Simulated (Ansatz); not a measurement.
# AlClH4OSi: the cost of one run

Method: UKS PBE-D4/def2-SVP, in Ansatz 0.2.0.

### 1 The starting structure

Bond lengths: O1–Si2 1.710 Å, Si2–Al3 2.333 Å, Al3–Cl4 2.270 Å, O1–H5 0.949 Å, Si2–H6 1.471 Å, Si2–H7 1.482 Å, Al3–H8 1.615 Å. Angles: O1–Si2–Al3 107.3°, O1–Si2–H6 111.2°, O1–Si2–H7 111.2°, Al3–Si2–H6 109.3°, Al3–Si2–H7 108.7°, H6–Si2–H7 109.2°, Si2–O1–H5 106.0°, Si2–Al3–Cl4 121.2°, Si2–Al3–H8 122.2°, Cl4–Al3–H8 116.5°.

Structure file:

```xyz
8

O    -1.8075   -0.3048    0.6465
Si   -0.7071    0.5710   -0.3263
Al    1.3054   -0.6100   -0.3301
Cl    2.4609   -0.9713    1.5904
H    -1.4900   -0.2249    1.5372
H    -1.1999    0.6948   -1.7068
H    -0.4624    1.9240    0.2263
H     1.9928   -1.1360   -1.6930
```

### 2 End point A

File input.yaml:

```yaml
crystal:
  periodic: [false, false, false]
  atoms:
    - { symbol: O, position_ang: [-1.8075, -0.3048, 0.6465] }
    - { symbol: Si, position_ang: [-0.7071, 0.571, -0.3263] }
    - { symbol: Al, position_ang: [1.3054, -0.61, -0.3301] }
    - { symbol: Cl, position_ang: [2.4609, -0.9713, 1.5904] }
    - { symbol: H, position_ang: [-1.49, -0.2249, 1.5372] }
    - { symbol: H, position_ang: [-1.1999, 0.6948, -1.7068] }
    - { symbol: H, position_ang: [-0.4624, 1.924, 0.2263] }
    - { symbol: H, position_ang: [1.9928, -1.136, -1.693] }
magnetization:
  spin_polarized: true
basis:
  gaussian: { orbitals: def2-SVP }
hamiltonian:
  xc: pbe
  dispersion: d4
relax:
  f_tol: 0.02
  max_steps: 50
```

On the command line:

```sh
$ ansatz run input.yaml --threads 2 --pin off --max-ram 3072MiB --backend cpu --events-out ev --progress --plain --runs-dir out
```

Q: Estimate wall time and peak memory on 2 threads of AMD EPYC 9R45 (Zen 5), shared host.

About 15 s, with a peak of 0.2 GiB.
